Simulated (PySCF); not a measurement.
**CISD/cc-pVDZ-PP (core potential) run of CH5In (SMILES [H][In]([H])[CH3])**

What is the vertical ionisation energy of CH5In at CISD/cc-pVDZ-PP (core potential)? The job is set up through a Python script.

The calculation is run with PySCF 2.14.0.

6 further runs of the same task are left out: 4 for a known fault of the program, 2 set aside as unsound or not needed.

### 1 The molecule

CH5In: 7 atoms, total charge 0, spin state singlet. As SMILES, `[H][In]([H])[CH3]`. The shape comes from GFN2-xTB, which is rough for such elements, and wasn't checked as a minimum.

Bond lengths: In1–C4 2.214 Å, In1–H2 1.738 Å, In1–H3 1.738 Å, C4–H5 1.090 Å, C4–H6 1.090 Å, C4–H7 1.090 Å. Angles: In1–C4–H5 109.8°, In1–C4–H6 109.7°, In1–C4–H7 109.6°, H2–In1–C4 124.3°, H3–In1–C4 124.4°, H5–C4–H6 109.0°, H5–C4–H7 108.9°, H6–C4–H7 109.8°, H2–In1–H3 111.3°.

### 2 A single-point energy at CISD/cc-pVDZ-PP (core potential)

start.xyz

```xyz
7

In     0.568590     0.991370    -0.000130
H      2.300860     1.125080     0.031680
H     -0.185750     2.556250    -0.041890
C     -0.534230    -0.928610     0.003940
H     -0.624570    -1.305480    -1.014910
H     -1.532210    -0.778420     0.416970
H      0.007300    -1.660190     0.604340
```

input.py

```python
from pyscf import gto, ci

mol = gto.Mole()
mol.atom = 'start.xyz'
mol.max_memory = 1860
mol.ecp = {'In': 'cc-pvdz-pp'}
mol.verbose = 4
mol.spin = 0
mol.charge = 0
mol.basis = {'default': 'cc-pvdz-pp', 'H': 'cc-pvdz', 'C': 'cc-pvdz'}
mol.build()

hf = mol.RHF()
hf.kernel()

cisd = ci.CISD(hf, frozen=5)
cisd.kernel()
energy = cisd.e_tot
print('Final energy', energy)
dip = hf.dip_moment()
pop, q = hf.mulliken_pop()
```

Started as:

```
$ OMP_NUM_THREADS=1 python input.py
```

Output:

```text
PySCF version 2.14.0

[INPUT] num. atoms = 7
[INPUT] num. electrons = 32
[INPUT] charge = 0
[INPUT] spin (= nelec alpha-beta = 2S) = 0
[INPUT] symmetry False subgroup None
[INPUT] Mole.unit = angstrom
[INPUT] Symbol           X                Y                Z      unit          X                Y                Z       unit  Magmom
[INPUT]  1 In     0.568590000000   0.991370000000  -0.000130000000 AA    1.074479377166   1.873417788110  -0.000245664396 Bohr   0.0
[INPUT]  2 H      2.300860000000   1.125080000000   0.031680000000 AA    4.347995250967   2.126093068226   0.059866523626 Bohr   0.0
[INPUT]  3 H     -0.185750000000   2.556250000000  -0.041890000000 AA   -0.351016627638   4.830612405919  -0.079160627358 Bohr   0.0
[INPUT]  4 C     -0.534230000000  -0.928610000000   0.003940000000 AA   -1.009548387526  -1.754818576532   0.007445520931 Bohr   0.0
[INPUT]  5 H     -0.624570000000  -1.305480000000  -1.014910000000 AA   -1.180266245620  -2.466999661097  -1.917901941082 Bohr   0.0
[INPUT]  6 H     -1.532210000000  -0.778420000000   0.416970000000 AA   -2.895457265320  -1.471000609884   0.787959102160 Bohr   0.0
[INPUT]  7 H      0.007300000000  -1.660190000000   0.604340000000 AA    0.013795000709  -3.137304414742   1.142037086120 Bohr   0.0

nuclear repulsion = 67.3334747417361
number of shells = 27
number of NR pGTOs = 117
number of NR cGTOs = 62
basis = {'default': 'cc-pvdz-pp', 'H': 'cc-pvdz', 'C': 'cc-pvdz'}
ecp = {'In': 'cc-pvdz-pp'}

******** <class 'pyscf.scf.hf.RHF'> ********
method = RHF
initial guess = minao
damping factor = 0
level_shift factor = 0
DIIS = <class 'pyscf.scf.diis.CDIIS'>
diis_start_cycle = 1
diis_space = 8
diis_damp = 0
SCF conv_tol = 1e-09
SCF conv_tol_grad = None
SCF max_cycles = 50
direct_scf = True
direct_scf_tol = 1e-13
Set gradient conv threshold to 3.16228e-05
Initial guess from minao.
init E= -213.135965352375
  HOMO = -0.779557586862394  LUMO = -0.558437611063095  gap/eV = 6.01698
cycle= 1 E= -229.483958496989  delta_E= -16.3  |g|=  1.2  |ddm|= 26.8
  HOMO = -0.256512911167532  LUMO = 0.123820372847655  gap/eV = 10.34940
cycle= 2 E= -229.899380939418  delta_E= -0.415  |g|= 0.422  |ddm|= 2.96
  HOMO = -0.353839257550318  LUMO = 0.0461384716407274  gap/eV = 10.88395
cycle= 3 E= -229.941575533184  delta_E= -0.0422  |g|= 0.0466  |ddm|= 0.481
  HOMO = -0.375706265139206  LUMO = 0.0384410583023431  gap/eV = 11.26952
cycle= 4 E= -229.942781602614  delta_E= -0.00121  |g|= 0.0181  |ddm|= 0.0975
  HOMO = -0.373582237634999  LUMO = 0.0375747099612997  gap/eV = 11.18815
cycle= 5 E= -229.942927233281  delta_E= -0.000146  |g|= 0.0055  |ddm|= 0.0273
  HOMO = -0.375826583601114  LUMO = 0.0369564905068636  gap/eV = 11.23240
cycle= 6 E= -229.942950584007  delta_E= -2.34e-05  |g|= 0.00136  |ddm|= 0.0138
  HOMO = -0.375858274281022  LUMO = 0.0369322175895856  gap/eV = 11.23260
cycle= 7 E= -229.942952375819  delta_E= -1.79e-06  |g|= 0.000225  |ddm|= 0.0043
  HOMO = -0.375869584998139  LUMO = 0.0369248373222941  gap/eV = 11.23271
cycle= 8 E= -229.94295242913  delta_E= -5.33e-08  |g|= 3.82e-05  |ddm|= 0.000764
  HOMO = -0.375872904918081  LUMO = 0.0369180148542547  gap/eV = 11.23261
cycle= 9 E= -229.94295243041  delta_E= -1.28e-09  |g|= 6.53e-06  |ddm|= 0.000126
  HOMO = -0.375871670540555  LUMO = 0.0369181562642797  gap/eV = 11.23258
cycle= 10 E= -229.94295243044  delta_E= -2.94e-11  |g|= 9.7e-07  |ddm|= 2.02e-05
  HOMO = -0.375871651167738  LUMO = 0.0369181132393379  gap/eV = 11.23258
Extra cycle  E= -229.942952430441  delta_E= -1.31e-12  |g|= 3.24e-07  |ddm|= 2.06e-06
converged SCF energy = -229.942952430441

******** <class 'pyscf.ci.cisd.RCISD'> ********
CISD nocc = 11, nmo = 57
frozen orbitals 5
max_cycle = 50
direct = 0
conv_tol = 1e-09
max_cycle = 50
max_space = 12
lindep = 0
nroots = 1
Init t2, MP2 energy = -0.241526626446392
RCISD converged
E(RCISD) = -230.1963330457404  E_corr = -0.2533806152994424
Final energy -230.19633304574037
Dipole moment(X, Y, Z, Debye): -0.47640, -0.82639,  0.00846
 ** Mulliken pop  **
pop of  0 In 4s           1.98844
pop of  0 In 5s           0.00145
pop of  0 In 6s           0.73275
pop of  0 In 7s           0.29531
pop of  0 In 4px          1.99924
pop of  0 In 4py          1.99985
pop of  0 In 4pz          2.00175
pop of  0 In 5px          0.43566
pop of  0 In 5py          0.43750
pop of  0 In 5pz          0.00690
pop of  0 In 6px          0.19133
pop of  0 In 6py          0.15772
pop of  0 In 6pz          0.00557
pop of  0 In 4dxy         1.95937
pop of  0 In 4dyz         1.96463
pop of  0 In 4dz^2        1.95605
pop of  0 In 4dxz         1.96421
pop of  0 In 4dx2-y2      1.95903
pop of  0 In 5dxy         0.07638
pop of  0 In 5dyz         0.04201
pop of  0 In 5dz^2        0.04315
pop of  0 In 5dxz         0.03725
pop of  0 In 5dx2-y2      0.09177
pop of  1 H 1s            0.67312
pop of  1 H 2s            0.51850
pop of  1 H 2px           0.00767
pop of  1 H 2py           0.00097
pop of  1 H 2pz           0.00040
pop of  2 H 1s            0.67309
pop of  2 H 2s            0.51767
pop of  2 H 2px           0.00209
pop of  2 H 2py           0.00655
pop of  2 H 2pz           0.00040
pop of  3 C 1s            2.00441
pop of  3 C 2s            0.62038
pop of  3 C 3s            0.55824
pop of  3 C 2px           0.66315
pop of  3 C 2py           0.65524
pop of  3 C 2pz           0.66097
pop of  3 C 3px           0.39043
pop of  3 C 3py           0.48472
pop of  3 C 3pz           0.35476
pop of  3 C 3dxy          0.00520
pop of  3 C 3dyz          0.00658
pop of  3 C 3dz^2         0.00805
pop of  3 C 3dxz          0.00618
pop of  3 C 3dx2-y2       0.00605
pop of  4 H 1s            0.73705
pop of  4 H 2s            0.17220
pop of  4 H 2px           0.00594
pop of  4 H 2py           0.00851
pop of  4 H 2pz           0.01881
pop of  5 H 1s            0.73856
pop of  5 H 2s            0.17115
pop of  5 H 2px           0.01831
pop of  5 H 2py           0.00724
pop of  5 H 2pz           0.00737
pop of  6 H 1s            0.73835
pop of  6 H 2s            0.17143
pop of  6 H 2px           0.00993
pop of  6 H 2py           0.01310
pop of  6 H 2pz           0.00993
 ** Mulliken atomic charges  **
charge of    0In =      0.65269
charge of    1H =     -0.20067
charge of    2H =     -0.19980
charge of    3C =     -0.42435
charge of    4H =      0.05749
charge of    5H =      0.05738
charge of    6H =      0.05725
```

Run time: 2.5 s. Hardware: 1 thread of Arm Neoverse V2, shared host; peak memory 0.21 GiB.

### 3 The doublet cation

input.xyz

```xyz
7
CH5In
In     0.568590     0.991370    -0.000130
H      2.300860     1.125080     0.031680
H     -0.185750     2.556250    -0.041890
C     -0.534230    -0.928610     0.003940
H     -0.624570    -1.305480    -1.014910
H     -1.532210    -0.778420     0.416970
H      0.007300    -1.660190     0.604340
```

job.py

```python
from pyscf import gto, ci

molecule = gto.M(
    atom='input.xyz',
    verbose=4,
    charge=1,
    spin=1,
    max_memory=1860,
    basis={'default': 'cc-pvdz-pp', 'H': 'cc-pvdz', 'C': 'cc-pvdz'},
    ecp={'In': 'cc-pvdz-pp'},
)

hf = molecule.UHF()
hf.kernel()
if not hf.converged:
    hf = hf.newton().run(hf.mo_coeff, hf.mo_occ)

cisd = ci.CISD(hf, frozen=5)
cisd.kernel()
energy = cisd.e_tot
print('E(%s) = %.9f' % ('CISD', energy))
hf.analyze()
```

Started as:

```
$ OMP_NUM_THREADS=1 python job.py
```

Output:

```text
PySCF version 2.14.0

[INPUT] num. atoms = 7
[INPUT] num. electrons = 31
[INPUT] charge = 1
[INPUT] spin (= nelec alpha-beta = 2S) = 1
[INPUT] symmetry False subgroup None
[INPUT] Mole.unit = angstrom
[INPUT] Symbol           X                Y                Z      unit          X                Y                Z       unit  Magmom
[INPUT]  1 In     0.568590000000   0.991370000000  -0.000130000000 AA    1.074479377166   1.873417788110  -0.000245664396 Bohr   0.0
[INPUT]  2 H      2.300860000000   1.125080000000   0.031680000000 AA    4.347995250967   2.126093068226   0.059866523626 Bohr   0.0
[INPUT]  3 H     -0.185750000000   2.556250000000  -0.041890000000 AA   -0.351016627638   4.830612405919  -0.079160627358 Bohr   0.0
[INPUT]  4 C     -0.534230000000  -0.928610000000   0.003940000000 AA   -1.009548387526  -1.754818576532   0.007445520931 Bohr   0.0
[INPUT]  5 H     -0.624570000000  -1.305480000000  -1.014910000000 AA   -1.180266245620  -2.466999661097  -1.917901941082 Bohr   0.0
[INPUT]  6 H     -1.532210000000  -0.778420000000   0.416970000000 AA   -2.895457265320  -1.471000609884   0.787959102160 Bohr   0.0
[INPUT]  7 H      0.007300000000  -1.660190000000   0.604340000000 AA    0.013795000709  -3.137304414742   1.142037086120 Bohr   0.0

nuclear repulsion = 67.3334747417361
number of shells = 27
number of NR pGTOs = 117
number of NR cGTOs = 62
basis = {'default': 'cc-pvdz-pp', 'H': 'cc-pvdz', 'C': 'cc-pvdz'}
ecp = {'In': 'cc-pvdz-pp'}

******** <class 'pyscf.scf.uhf.UHF'> ********
method = UHF
initial guess = minao
damping factor = 0
level_shift factor = 0
DIIS = <class 'pyscf.scf.diis.CDIIS'>
diis_start_cycle = 1
diis_space = 8
diis_damp = 0
SCF conv_tol = 1e-09
SCF conv_tol_grad = None
SCF max_cycles = 50
direct_scf = True
direct_scf_tol = 1e-13
number electrons alpha = 16  beta = 15
Set gradient conv threshold to 3.16228e-05
[... 57 lines left out ...]
converged SCF energy = -229.61647794154  <S^2> = 0.76975887  2S+1 = 2.0196622
[... 11 lines left out ...]
Init t2, MP2 energy = -0.20682893566068
UCISD converged
[... 3 lines left out ...]
Total Energy =                        -229.616477941539529
Nuclear Repulsion Energy =              67.333474741736055
One-electron Energy =                 -514.556843459910624
Two-electron Energy =                  217.606890776635083
Two-electron Coulomb Energy =          240.138925745391759
DFT Exchange-Correlation Energy =      -22.532034968756676
[... 3 lines left out ...]
MO #1   energy= -11.5230826353544  | -11.5050712543486  occ= 1 | 1
MO #2   energy= -5.62963008603469  | -5.62817623650332  occ= 1 | 1
MO #3   energy= -3.88828860952542  | -3.88749143740179  occ= 1 | 1
[... 1 line left out ...]
MO #62  energy= 58.6367623149109   | 58.6367577556817   occ= 0 | 0
[... 55 lines left out ...]
spin_pop of  4 H 2py      -0.00024
spin_pop of  4 H 2pz       0.00017
spin_pop of  5 H 1s       -0.01913
spin_pop of  5 H 2s        0.00105
spin_pop of  5 H 2px      -0.00019
spin_pop of  5 H 2py       0.00005
spin_pop of  5 H 2pz       0.00003
spin_pop of  6 H 1s       -0.01894
spin_pop of  6 H 2s        0.00094
spin_pop of  6 H 2px       0.00021
spin_pop of  6 H 2py      -0.00039
spin_pop of  6 H 2pz       0.00006
 ** Mulliken Spin Density (per atom)  **
spin density of  0 In =      0.01765
spin density of  1 H =      0.10209
spin density of  2 H =      0.10604
spin density of  3 C =      0.82942
spin density of  4 H =     -0.01888
spin density of  5 H =     -0.01819
spin density of  6 H =     -0.01812
 ** Mulliken pop alpha/beta on meta-lowdin orthogonal AOs **
 ** Mulliken pop       alpha | beta **
pop of  0 In 4s        0.90858 | 0.90860
pop of  0 In 5s        0.49612 | 0.57944
pop of  0 In 6s        0.04073 | 0.04062
[... 59 lines of this table left out ...]
In total            16.00000 | 15.00000
 ** Mulliken atomic charges   ( Nelec_alpha | Nelec_beta ) **
charge of  0In =      1.64802  (     9.68482      9.66717 )
charge of  1H =     -0.36437  (     0.73323      0.63114 )
charge of  2H =     -0.35502  (     0.73053      0.62449 )
charge of  3C =     -0.42583  (     3.62762      2.79820 )
charge of  4H =      0.16615  (     0.40748      0.42637 )
charge of  5H =      0.16461  (     0.40860      0.42679 )
charge of  6H =      0.16644  (     0.40772      0.42584 )

WARN: System has nonzero charge 1; the dipole moment is origin-dependent.
Location of origin: [0. 0. 0.]

Dipole moment(X, Y, Z, Debye): -0.12283, -0.21181,  0.01051
```

Run time: 7.8 s. Hardware: 1 thread of Arm Neoverse V2, shared host; peak memory 0.54 GiB.

### 4 Outcome

At CISD/cc-pVDZ-PP (core potential), 5 core orbitals frozen:

```
                                                                  quantity          value
                                               singlet CH5In: total energy  -230.19633 Eh
                       singlet CH5In: dipole moment (Hartree–Fock density)         0.95 D
                        singlet CH5In: HOMO energy (Hartree–Fock orbitals)      -10.23 eV
                        singlet CH5In: LUMO energy (Hartree–Fock orbitals)        1.00 eV
                      singlet CH5In: HOMO–LUMO gap (Hartree–Fock orbitals)       11.23 eV
                singlet CH5In: correlation energy (5 core orbitals frozen)     -253.4 mEh
                                              doublet cation: total energy  -229.84433 Eh
doublet cation: HOMO energy (Hartree–Fock orbitals) (highest over α and β)      -15.68 eV
 doublet cation: LUMO energy (Hartree–Fock orbitals) (lowest over α and β)       -7.78 eV
               doublet cation: correlation energy (5 core orbitals frozen)     -227.9 mEh
                         doublet cation: ⟨S²⟩ of the reference determinant          0.770
                        vertical ionisation energy (to the doublet cation)       9.578 eV
```

What this shows: Removing an electron at fixed nuclei costs 9.58 eV (221 kcal/mol). Mulliken charges (singlet CH5In) of the mean-field density run from -0.42 on C4 to +0.65 on In1. Mulliken charges (doublet cation) of the mean-field density run from -0.27 on C4 to +0.84 on In1; they depend strongly on the basis.
